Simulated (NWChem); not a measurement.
# One shape, several levels: C12H8S (dibenzothiophene)

Wanted: a comparison of 3 runs (HF/STO-3G, HF/3-21G, B3LYP/6-31G*) of C12H8S (dibenzothiophene). 

Program for the calculation: NWChem 7.3.0.

**1. The structure to begin with**

C12H8S: 21 atoms, total charge 0, spin state singlet. SMILES: `c1ccc2c(c1)sc1ccccc12`. The shape is that of a PBE0-D4/def2-TZVP optimisation.

Some bond lengths: C1–C2 1.396 Å, C2–C3 1.381 Å, C3–C4 1.394 Å, C4–C5 1.404 Å, C1–C6 1.382 Å, C5–C6 1.389 Å, C5–S7 1.737 Å, S7–C8 1.738 Å, C8–C9 1.389 Å, C9–C10 1.382 Å, C10–C11 1.396 Å, C11–C12 1.381 Å, C4–C13 1.443 Å, C8–C13 1.404 Å, C12–C13 1.394 Å, C1–H14 1.084 Å. Some angles: C1–C2–C3 120.6°, C2–C1–C6 120.8°, C2–C3–C4 119.7°, C3–C4–C5 119.0°, C3–C4–C13 129.2°, C5–C4–C13 111.9°, C4–C5–C6 121.5°, C4–C5–S7 112.4°, C6–C5–S7 126.1°, C1–C6–C5 118.5°.

**2. Energy and gradient at HF/STO-3G (run 1)**

The input, c12h8s.xyz:

```xyz
21

C     -3.196400    -0.765400    -1.133400
C     -2.153900    -1.411200    -1.800200
C     -0.841400    -1.185100    -1.436800
C     -0.554300    -0.304300    -0.395100
C     -1.615000     0.336900     0.264900
C     -2.937300     0.112100    -0.097700
S     -1.065100     1.393100     1.530100
C      0.594600     0.997900     1.201100
C      1.704300     1.500600     1.869100
C      2.958900     1.076000     1.474600
C      3.108200     0.163200     0.429200
C      2.002800    -0.334100    -0.231700
C      0.726600     0.078800     0.147600
H     -4.221800    -0.953000    -1.429900
H     -2.378400    -2.095700    -2.609700
H     -0.035900    -1.689700    -1.958400
H     -3.747000     0.613100     0.419600
H      1.589200     2.209700     2.680300
H      3.836100     1.457700     1.984000
H      4.100700    -0.157400     0.135400
H      2.125100    -1.043300    -1.042700
```

The input, run.py:

```python
from ase.io import read
from ase.calculators.nwchem import NWChem

mol = read('c12h8s.xyz')

calc = NWChem(
    label='c12h8s',
    theory='scf',
    memory='2200 mb',
    basis='STO-3G',
    basispar='spherical bse',
    scf={'nopen': '0', 'rhf': None, 'thresh': '1e-08', 'maxiter': '80'},
)
mol.calc = calc

forces = mol.get_forces()
e = mol.get_potential_energy()
print(f"E = {e:.6f} eV")
print("forces (eV/A):")
for s, f in zip(mol.symbols, forces):
    print(f"{s:2s} {f[0]:10.5f} {f[1]:10.5f} {f[2]:10.5f}")
print("dipole (e A):", mol.get_dipole_moment().round(4))
```

Launch:

```
$ export ASE_NWCHEM_COMMAND="nwchem PREFIX.nwi > PREFIX.nwo"
$ python run.py
```

Log:

```text
E = -23040.214403 eV
forces (eV/A):
C    -0.10485    0.01291    0.00617
C     0.00519   -0.04314   -0.04823
C     0.01579   -0.11735   -0.13503
C    -1.50944   -0.30097   -0.46455
C     0.15283   -0.23032   -0.25459
C     0.00648   -0.12151   -0.13951
S    -0.43806    0.57685    0.63321
C     0.18558   -0.21978   -0.23731
C     0.14887   -0.07893   -0.08526
C     0.05430    0.06171    0.07199
C     0.04448   -0.03265   -0.02751
C     0.14192   -0.08644   -0.08778
C     1.31841    0.55145    0.73816
H     0.04453   -0.01517   -0.01409
H     0.00252    0.04875    0.05605
H    -0.06885    0.02324    0.02149
H     0.03877   -0.03584   -0.03882
H     0.01939   -0.04155   -0.04381
H    -0.01152   -0.03209   -0.03687
H    -0.06022    0.03044    0.02818
H     0.01394    0.05045    0.05800
dipole (e A): [ 0.0176 -0.023  -0.0252]
```

The calculator wrote c12h8s.nwi:

```
title "c12h8s"

permanent_dir c12h8s

scratch_dir c12h8s

start c12h8s

geometry units angstrom nocenter noautosym noautoz
  C  -3.1964000000000001e+00 -7.6539999999999997e-01 -1.1334000000000000e+00
  C  -2.1539000000000001e+00 -1.4112000000000000e+00 -1.8002000000000000e+00
  C  -8.4140000000000004e-01 -1.1851000000000000e+00 -1.4368000000000001e+00
  C  -5.5430000000000001e-01 -3.0430000000000001e-01 -3.9510000000000001e-01
  C  -1.6150000000000000e+00 3.3689999999999998e-01 2.6490000000000002e-01
  C  -2.9373000000000000e+00 1.1210000000000001e-01 -9.7699999999999995e-02
  S  -1.0650999999999999e+00 1.3931000000000000e+00 1.5301000000000000e+00
  C  5.9460000000000002e-01 9.9790000000000001e-01 1.2011000000000001e+00
  C  1.7042999999999999e+00 1.5005999999999999e+00 1.8691000000000000e+00
  C  2.9588999999999999e+00 1.0760000000000001e+00 1.4745999999999999e+00
  C  3.1082000000000001e+00 1.6320000000000001e-01 4.2920000000000003e-01
  C  2.0028000000000001e+00 -3.3410000000000001e-01 -2.3169999999999999e-01
  C  7.2660000000000002e-01 7.8799999999999995e-02 1.4760000000000001e-01
  H  -4.2218000000000000e+00 -9.5299999999999996e-01 -1.4298999999999999e+00
  H  -2.3784000000000001e+00 -2.0956999999999999e+00 -2.6097000000000001e+00
  H  -3.5900000000000001e-02 -1.6897000000000000e+00 -1.9583999999999999e+00
  H  -3.7469999999999999e+00 6.1309999999999998e-01 4.1959999999999997e-01
  H  1.5891999999999999e+00 2.2097000000000002e+00 2.6802999999999999e+00
  H  3.8361000000000001e+00 1.4577000000000000e+00 1.9840000000000000e+00
  H  4.1006999999999998e+00 -1.5740000000000001e-01 1.3539999999999999e-01
  H  2.1251000000000002e+00 -1.0432999999999999e+00 -1.0427000000000000e+00
end

memory 2200 mb

basis spherical bse noprint
   * library STO-3G
end

scf
  nopen 0
  rhf
  thresh 1e-08
  maxiter 80
end

task scf gradient
```

c12h8s.nwo, cut to the lines that bear on the results:

```text
[...]
      One-electron energy =  -2750.487113044266
[... 1 line left out ...]
 Nuclear repulsion energy =    798.596312866741
[... 66 lines left out ...]
                       ROHF Final Molecular Orbital Analysis
[... 355 lines left out ...]
     1   1 0 0      0.033223      0.000000    -32.108334
[...]
  wavefunction    =   RHF
                         RHF ENERGY GRADIENTS
    atom               coordinates                        gradient
                 x          y          z           x          y          z
   1 C      -6.040320  -1.446396  -2.141815    0.002039  -0.000251  -0.000120
   2 C      -4.070281  -2.666781  -3.401885   -0.000101   0.000839   0.000938
   3 C      -1.590015  -2.239514  -2.715158   -0.000307   0.002282   0.002626
[... 17 lines of this table left out ...]
  21 H       4.015857  -1.971551  -1.970417   -0.000271  -0.000981  -0.001128
[...]
```

Run time: 26 s. Hardware: 1 thread of Intel Xeon 6975P-C (Granite Rapids), shared host; peak memory 0.096 GiB.

**3. Energy and forces at HF/3-21G (run 2)**

The input, a.nw:

```
start a
title "C12H8S gradient"
memory 2200 mb
geometry units angstrom noautosym nocenter noautoz
  C    -3.196400   -0.765400   -1.133400
  C    -2.153900   -1.411200   -1.800200
  C    -0.841400   -1.185100   -1.436800
  C    -0.554300   -0.304300   -0.395100
  C    -1.615000    0.336900    0.264900
  C    -2.937300    0.112100   -0.097700
  S    -1.065100    1.393100    1.530100
  C     0.594600    0.997900    1.201100
  C     1.704300    1.500600    1.869100
  C     2.958900    1.076000    1.474600
  C     3.108200    0.163200    0.429200
  C     2.002800   -0.334100   -0.231700
  C     0.726600    0.078800    0.147600
  H    -4.221800   -0.953000   -1.429900
  H    -2.378400   -2.095700   -2.609700
  H    -0.035900   -1.689700   -1.958400
  H    -3.747000    0.613100    0.419600
  H     1.589200    2.209700    2.680300
  H     3.836100    1.457700    1.984000
  H     4.100700   -0.157400    0.135400
  H     2.125100   -1.043300   -1.042700
end
basis spherical bse
  C library 3-21G
  S library 3-21G
  H library 3-21G
end
scf
  thresh 1e-08
  maxiter 80
end
task scf gradient
```

Launch:

```
$ nwchem a.nw > a.out
```

Log:

```text
[...]
  functions       =   137
[...]
  wavefunction    = RHF
[...]
         Total SCF energy =   -852.093085151007
      One-electron energy =  -2749.608891688859
      Two-electron energy =   1098.919493671111
 Nuclear repulsion energy =    798.596312866742
        Time for solution =     27.9s
[...]
                         RHF ENERGY GRADIENTS
    atom               coordinates                        gradient
                 x          y          z           x          y          z
   1 C      -6.040320  -1.446396  -2.141815    0.006145   0.000881   0.001509
   2 C      -4.070281  -2.666781  -3.401885    0.000942   0.003308   0.003875
   3 C      -1.590015  -2.239514  -2.715158   -0.004287   0.002270   0.002305
   4 C      -1.047475  -0.575044  -0.746631    0.018844   0.001336   0.002989
   5 C      -3.051907   0.636649   0.500588    0.012895   0.026304   0.031443
   6 C      -5.550692   0.211838  -0.184626   -0.001845  -0.001044  -0.001365
   7 S      -2.012747   2.632577   2.891470    0.023979  -0.031426  -0.034506
   8 C       1.123631   1.885758   2.269750   -0.040736   0.010258   0.008652
   9 C       3.220660   2.835723   3.532087    0.002415   0.000222   0.000559
  10 C       5.591510   2.033345   2.786590   -0.005024  -0.002491  -0.003203
  11 C       5.873646   0.308403   0.811070   -0.004598   0.001684   0.001460
[...]
```

Run time: 32 s. Hardware: 1 thread of Intel Xeon 6975P-C (Granite Rapids), shared host; peak memory 0.099 GiB.

**4. Energy and gradient at B3LYP/6-31G(d) (Cartesian functions) (run 3)**

The input, mymol.nw:

```
start mymol
memory 2200 mb
geometry units au noautosym nocenter noautoz
 C     -6.04032058    -1.44639638    -2.14181559
 C     -4.07028110    -2.66678151    -3.40188497
 C     -1.59001556    -2.23951443    -2.71515850
 C     -1.04747519    -0.57504366    -0.74663079
 C     -3.05190769     0.63664873     0.50058845
 C     -5.55069255     0.21183830    -0.18462624
 S     -2.01274730     2.63257746     2.89146994
 C      1.12363115     1.88575770     2.26975005
 C      3.22066023     2.83572302     3.53208710
 C      5.59151063     2.03334531     2.78659014
 C      5.87364674     0.30840330     0.81107045
 C      3.78474348    -0.63135750    -0.43784954
 C      1.37307500     0.14891042     0.27892358
 H     -7.97804575    -1.80090900    -2.70211939
 H     -4.49452461    -3.96029904    -4.93161827
 H     -0.06784117    -3.19307023    -3.70083964
 H     -7.08080379     1.15859109     0.79292908
 H      3.00315276     4.17572782     5.06503293
 H      7.24917839     2.75465377     3.74921663
 H      7.74919992    -0.29744289     0.25586892
 H      4.01585699    -1.97155127    -1.97041743
end
basis
 * library 6-31G*
end
dft
 xc b3lyp
 grid fine
 convergence energy 1e-08
 iterations 100
 mulliken
end
task dft gradient
```

Launch:

```
$ nwchem mymol.nw > mymol.out
```

Log, cut to the lines that bear on the results:

```text
[...]
          Wavefunction type:  closed shell.
          No. of atoms     :    21
          No. of electrons :    96
[...]
          Charge           :     0
          Spin multiplicity:     1
[...]
          AO basis - number of functions:   215
[...]
              XC Information
              --------------
                         B3LYP Method XC Potential
                     Hartree-Fock (Exact) Exchange  0.200
                        Slater Exchange Functional  0.800 local
                    Becke 1988 Exchange Functional  0.720 non-local
              Lee-Yang-Parr Correlation Functional  0.810
                  VWN I RPA Correlation Functional  0.190 local
[...]
 d= 0,ls=0.0,diis     1   -860.1655930605 -1.66D+03  6.54D-03  1.50D+00    13.4
[...]
 d= 0,ls=0.0,diis    11   -860.3049702411 -4.25D-09  3.48D-07  5.68D-09   131.4
         Total DFT energy =     -860.304970241053
      One electron energy =    -2758.441657400331
           Coulomb energy =     1193.453479147862
    Exchange-Corr. energy =      -93.913047465205
 Nuclear repulsion energy =      798.596255476622
[...]
      Total Density - Mulliken Population Analysis
     ---------------------------------------------
[...]
  wavefunction    = closed shell
                         DFT ENERGY GRADIENTS
    atom               coordinates                        gradient
                 x          y          z           x          y          z
   1 C      -6.040321  -1.446396  -2.141816    0.006598   0.002006   0.002840
   2 C      -4.070281  -2.666782  -3.401885    0.002407   0.004350   0.005204
   3 C      -1.590016  -2.239514  -2.715159   -0.004959   0.003166   0.003286
   4 C      -1.047475  -0.575044  -0.746631   -0.001700   0.001007   0.001022
   5 C      -3.051908   0.636649   0.500588    0.003899   0.002157   0.002796
   6 C      -5.550693   0.211838  -0.184626    0.004306  -0.003353  -0.003555
   7 S      -2.012747   2.632577   2.891470    0.008856  -0.011633  -0.012772
   8 C       1.123631   1.885758   2.269750   -0.005056  -0.000518  -0.001028
   9 C       3.220660   2.835723   3.532087    0.001419  -0.004204  -0.004688
  10 C       5.591511   2.033345   2.786590   -0.006686  -0.002004  -0.002789
  11 C       5.873647   0.308403   0.811070   -0.006828   0.001614   0.001251
[...]
```

Wall time 2.6 min (1 thread of Intel Xeon 6975P-C (Granite Rapids), shared host); peak memory 0.17 GiB.

**5. Overview of the runs**

| run | level | Cartesian functions | iteration cap | energy (Eh) | dipole moment (D) | HOMO energy (eV) | LUMO energy (eV) | wall time |
| --- | --- | --- | --- | --- | --- | --- | --- | --- |
| 1 | HF/STO-3G | no | 80 | -846.712269 | 0.18 | -6.01 | 5.77 | 26 s |
| 2 | HF/3-21G | no | 80 | -852.093085 | 1.34 | -8.11 | 2.54 | 32 s |
| 3 | B3LYP/6-31G* (Cartesian functions) | yes | 100 | -860.304970 | 0.83 | -5.79 | -0.88 | 2.6 min |

**6. Results**

| quantity | value |
| --- | --- |
| run 3: total energy | -860.30497 Eh |
| run 3: dipole moment | 0.83 D |
| run 3: HOMO energy | -5.79 eV |
| run 3: LUMO energy | -0.88 eV |
| run 3: HOMO–LUMO gap | 4.91 eV |
| run 3: largest force on an atom | 0.998 eV/Å |

What this shows: The dipole moment (its size) runs from 0.18 D (HF/STO-3G) to 1.34 D (HF/3-21G). The HOMO–LUMO gap runs from 4.91 eV (B3LYP/6-31G*) to 11.78 eV (HF/STO-3G). The two ends differ in method and basis. In run 1 the basis is minimal, so the values are rough. All runs together took 3.6 min, the longest 2.6 min.
